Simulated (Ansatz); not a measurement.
# F6H2OW: the cost of one run

Program: Ansatz 0.2.0. Level of theory: RKS PBE0-D4/def2-SVP. These are calculated values, not measurements.

## 1. The starting structure

Bond lengths: W1–F2 2.200 Å, W1–F3 1.850 Å, W1–F4 1.850 Å, W1–F5 1.850 Å, W1–F6 1.850 Å, W1–F7 1.850 Å, W1–O8 2.240 Å, O8–H9 1.010 Å, W1–H10 2.250 Å. Angles (14 of 29 angles, heavy atoms first): F2–W1–F3 90.0°, F2–W1–F4 90.0°, F2–W1–F5 90.0°, F2–W1–F6 90.0°, F2–W1–F7 180.0°, F2–W1–O8 71.6°, F3–W1–F4 90.0°, F3–W1–F5 180.0°, F3–W1–F6 90.0°, F3–W1–F7 90.0°, F3–W1–O8 48.9°, F4–W1–F5 90.0°, F4–W1–F6 180.0°, F4–W1–F7 90.0°.

Coordinates:

```xyz
10

W     0.0000    0.0000    0.0000
F     0.0000    0.0000    2.2000
F     1.8500    0.0000    0.0000
F     0.0000    1.8500    0.0000
F    -1.8500    0.0000    0.0000
F     0.0000   -1.8500    0.0000
F     0.0000    0.0000   -1.8500
O     1.4721    1.5335    0.7063
H     2.2027    1.0805    1.2365
H     0.8771    0.9137    1.8599
```

## 2. A restrained relaxation towards end A

Springs on the bonds that form and break draw the guess towards this end; the thresholds are loose.

File input.yaml:

```yaml
crystal:
  periodic: [false, false, false]
  atoms:
    - { symbol: W, position_ang: [0.0, 0.0, 0.0] }
    - { symbol: F, position_ang: [0.0, 0.0, 2.2] }
    - { symbol: F, position_ang: [1.85, 0.0, 0.0] }
    - { symbol: F, position_ang: [0.0, 1.85, 0.0] }
    - { symbol: F, position_ang: [-1.85, 0.0, 0.0] }
    - { symbol: F, position_ang: [0.0, -1.85, 0.0] }
    - { symbol: F, position_ang: [0.0, 0.0, -1.85] }
    - { symbol: O, position_ang: [1.4721, 1.5335, 0.7063] }
    - { symbol: H, position_ang: [2.2027, 1.0805, 1.2365] }
    - { symbol: H, position_ang: [0.8771, 0.9137, 1.8599] }
basis:
  gaussian: { orbitals: def2-SVP }
hamiltonian:
  xc: pbe0
  dispersion: d4
relax:
  f_tol: 0.15
  max_steps: 25
  restrain:
    - { distance: [0, 7], at: 3.14, k: 30.0 }
    - { distance: [9, 1], at: 2.12, k: 30.0 }
    - { distance: [0, 1], at: 1.85, k: 30.0 }
    - { distance: [9, 7], at: 1.01, k: 30.0 }
```

Launch:

```bash
$ ansatz run input.yaml --threads 4 --pin off --max-ram 5120MiB --backend cpu --events-out ev --progress --plain --runs-dir out
```

What time and memory should one allow on 4 threads of Arm Neoverse V1, shared host?

About 46 s, with a peak of 0.43 GiB.
